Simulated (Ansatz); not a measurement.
# C₂H₆BCl₂N: basis-set convergence

The task here is to estimate one member of a computed series from the others.

Computed with Ansatz 0.2.0, Gaussian basis. Level: one geometry, several basis sets.

Levels to be run: PBE0-D4/def2-SVP; ωB97M-V/def2-SVP; PBE0-D4/def2-QZVPP; ωB97M-V/def2-QZVPP; the functionals' def2-TZVPP values are taken from earlier runs.

### The relaxed structure

An earlier PBE0-D4 in a triple-zeta def2 set relaxation fixed the geometry.

SMILES `CN(C)B(Cl)Cl`, 12 atoms, charge 0, spin multiplicity 1.

Atoms are counted from 1 here; the program's logs count them from 0.

Bond lengths: C1–N2 1.447 Å, C1–H7 1.095 Å, C1–H8 1.095 Å, C1–H9 1.086 Å, N2–C3 1.447 Å, N2–B4 1.388 Å, C3–H10 1.095 Å, C3–H11 1.095 Å, C3–H12 1.086 Å, B4–Cl5 1.769 Å, B4–Cl6 1.769 Å. Angles: N2–C1–H7 110.2°, N2–C1–H8 110.2°, N2–C1–H9 110.8°, H7–C1–H8 107.9°, H7–C1–H9 108.8°, H8–C1–H9 108.8°, C1–N2–C3 112.4°, C1–N2–B4 123.8°, C3–N2–B4 123.8°, N2–C3–H10 110.2°, N2–C3–H11 110.2°, N2–C3–H12 110.8°, H10–C3–H11 107.9°, H10–C3–H12 108.8°, H11–C3–H12 108.8°, N2–B4–Cl5 121.7°, N2–B4–Cl6 121.7°, Cl5–B4–Cl6 116.5°.

As a file:

```xyz
12
C2H6BCl2N
C    -1.2713   -0.4472    0.2377
N     0.0251    0.1256   -0.0567
C     1.1135   -0.7545    0.3121
B     0.2043    1.3779   -0.6280
Cl    1.8153    2.0254   -0.9643
Cl   -1.1665    2.4096   -1.0576
H    -1.4007   -1.3897   -0.3047
H    -1.3568   -0.6603    1.3085
H    -2.0674    0.2344   -0.0489
H     1.0320   -1.7040   -0.2276
H     1.0774   -0.9725    1.3847
H     2.0722   -0.2998    0.0788
```

Set-up of the first run:

Contents of in.yaml:

```yaml
crystal:
  periodic: [false, false, false]
  atoms:
    - {symbol: C, position_ang: [-1.271289, -0.447161, 0.237655]}
    - {symbol: N, position_ang: [0.025052, 0.125611, -0.056696]}
    - {symbol: C, position_ang: [1.113455, -0.754504, 0.312063]}
    - {symbol: B, position_ang: [0.204279, 1.377925, -0.627995]}
    - {symbol: Cl, position_ang: [1.815343, 2.025360, -0.964329]}
    - {symbol: Cl, position_ang: [-1.166478, 2.409561, -1.057612]}
    - {symbol: H, position_ang: [-1.400747, -1.389748, -0.304735]}
    - {symbol: H, position_ang: [-1.356759, -0.660271, 1.308492]}
    - {symbol: H, position_ang: [-2.067387, 0.234445, -0.048851]}
    - {symbol: H, position_ang: [1.031951, -1.704006, -0.227574]}
    - {symbol: H, position_ang: [1.077360, -0.972546, 1.384714]}
    - {symbol: H, position_ang: [2.072221, -0.299765, 0.078766]}
basis:
  gaussian: {orbitals: def2-SVP}
hamiltonian: {xc: pbe0, dispersion: d4}
output: {orbitals: {seedname: orbitals}}
```

Started as:

```bash
$ ansatz run in.yaml --threads 4 --pin off --events-out ev --progress --plain --max-ram 11315MiB
```

Steps of the session up to this table: PBE0-D4 in def2-SVP; ωB97M-V in def2-SVP; PBE0-D4 in def2-QZVPP; ωB97M-V in def2-QZVPP.

One of the session's tables, all rows but one given; the rest of the session is left out.

It belongs to the step «Density functionals: the series». 

| functional | basis | HOMO (eV) | LUMO (eV) |
| --- | --- | --- | --- |
| PBE0-D4 | def2-SVP | ? | ? |
| PBE0-D4 | def2-TZVPP | -7.54 | 0.22 |
| PBE0-D4 | def2-QZVPP | -7.57 | 0.11 |
| ωB97M-V | def2-SVP | -9.65 | 2.64 |
| ωB97M-V | def2-TZVPP | -9.78 | 2.19 |
| ωB97M-V | def2-QZVPP | -9.81 | 1.56 |

**Question.** Estimate the row for PBE0-D4, def2-SVP.

As computed: HOMO (eV): -7.44; LUMO (eV): 0.56. In the column «HOMO (eV)» it is the highest.
